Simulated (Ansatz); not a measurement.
# Mo: optics and the fine band structure

Aim: levels on a fine mesh, and what follows from them: optical spectra of independent particles, band edges or the Fermi surface. Runs: cell and atoms relaxed (PAW); reference run (PAW and LAPW); spin-orbit coupling on (PAW and LAPW).

Computed with Ansatz 0.2.0 (DFT LDA, frozen-core PAW and all-electron LAPW, scalar-relativistic unless said, unless a step's input says otherwise).

**1. The starting structure**

The structure is cubic, space group Im-3m (No. 229). The conventional cell has a = 3.147 Å, b = 3.147 Å, c = 3.147 Å, α = 90.00°, β = 90.00°, γ = 90.00°. Around Mo (site symmetry m-3m) lie 8 Mo at 2.73 Å.

Structure file:

```
Mo
1.0
    -1.57342    1.57342    1.57342
     1.57342   -1.57342    1.57342
     1.57342    1.57342   -1.57342
Mo
1
Direct
  0.00000 0.00000 0.00000
```

Cartesian axes are those of the input's lattice vectors. The structure goes back to a database entry.

**2. Cell and atoms relaxed, PAW**

input.yaml

```yaml
crystal:
  lattice:
    - [-1.573415, 1.573415, 1.573415]
    - [1.573415, -1.573415, 1.573415]
    - [1.573415, 1.573415, -1.573415]
  atoms:
    - { symbol: Mo, position: [0.0, 0.0, 0.0] }
kpoints:
  mp_grid: { grid: [14, 14, 14] }
scf:
  occupations: { method: fermi_dirac, width: 0.1 }
hamiltonian:
  xc: lda
  pseudopotentials: { kind: paw }
relax:
  f_tol: 0.002
  max_steps: 80
  cell: {}
output:
  forces: true
  stress: true
```

Launch:

```console
$ ansatz run input.yaml --threads 1 --pin off --max-ram 3072MiB --backend cpu --events-out ev --progress --plain --runs-dir out
```

**3. Reference run, fine mesh, PAW**

input.yaml

```yaml
crystal:
  lattice:
    - [-1.55656537702, 1.55656537702, 1.55656537702]
    - [1.55656537702, -1.55656537702, 1.55656537702]
    - [1.55656537702, 1.55656537702, -1.55656537702]
  atoms:
    - { symbol: Mo, position: [0.0, 0.0, 0.0] }
kpoints:
  mp_grid: { grid: [14, 14, 14] }
scf:
  occupations: { method: fermi_dirac, width: 0.1 }
hamiltonian:
  xc: lda
  pseudopotentials: { kind: paw }
output:
  forces: true
  stress: true
  eigenvalues: true
  eigenstates:
    nscf_kmesh: { grid: [24, 24, 24] }
    de_dk: true
    e_range: [-14, 14]
  optics:
    e_range: [0, 20]
    de: 0.2
    sigma: 0.1
    bands: { spectra_wanted_up_to: 20 }
    nscf_kmesh: { grid: [24, 24, 24] }
    drude_damping: 0.03
checkpoint:
  write: ck
  write_wavefunctions: false
```

**4. Reference run, fine mesh, LAPW**

input.yaml: that of step 3 with these lines changed.

```diff
@@ -13,3 +13,3 @@
   xc: lda
-  pseudopotentials: { kind: paw }
+  pseudopotentials: { kind: all_electron, lapw: { basis_error: 0.001 } }
 output:
```

**5. Spin-orbit coupling on, fine mesh, PAW**

input.yaml

```yaml
crystal:
  lattice:
    - [-1.55656537702, 1.55656537702, 1.55656537702]
    - [1.55656537702, -1.55656537702, 1.55656537702]
    - [1.55656537702, 1.55656537702, -1.55656537702]
  atoms:
    - { symbol: Mo, position: [0.0, 0.0, 0.0] }
kpoints:
  mp_grid: { grid: [14, 14, 14] }
scf:
  occupations: { method: fermi_dirac, width: 0.1 }
hamiltonian:
  xc: lda
  pseudopotentials: { kind: paw_fr }
magnetization:
  noncollinear: true
  spin_orbit: true
output:
  forces: true
  stress: true
  eigenvalues: true
  eigenstates:
    nscf_kmesh: { grid: [18, 18, 18] }
    de_dk: true
    e_range: [-14, 14]
checkpoint:
  write: ck
  write_wavefunctions: false
```

**6. Spin-orbit coupling on, fine mesh, LAPW**

input.yaml: that of step 5 with these lines changed.

```diff
@@ -13,3 +13,3 @@
   xc: lda
-  pseudopotentials: { kind: paw_fr }
+  pseudopotentials: { kind: all_electron, lapw: { basis_error: 0.001 } }
 magnetization:
```

(Steps that only read results are left out.)

**Question.** What will these runs give? Wanted: states at the Fermi level; bare Sommerfeld coefficient; plasma energy; strongest local maximum of Im εxx; peak of the loss function along x.

The runs gave:

| quantity | value |
| --- | --- |
| states at the Fermi level (PAW) | 0.59 per eV and atom |
| bare Sommerfeld coefficient | 1.38 mJ/(K² mol of atoms) |
| plasma energy (x, y, z) | 9.2, 9.2, 9.2 eV |
| strongest local maximum of Im εxx | 2.4 eV |
| peak of the loss function along x | 10.9 eV |

In words: Without spin-orbit coupling it is a metal with 3 bands crossing the Fermi level, 0.59 states per eV and atom there and a mean speed of 0.86 × 10⁶ m/s. These are bare band values on this mesh, without coupling to phonons. The spectra hold no excitons and no local fields. Cautions: frozen-core PAW files fitted under PBE, their cores solved anew for the functional of the run; these sums move with the mesh, by several per cent and more for small sheets.
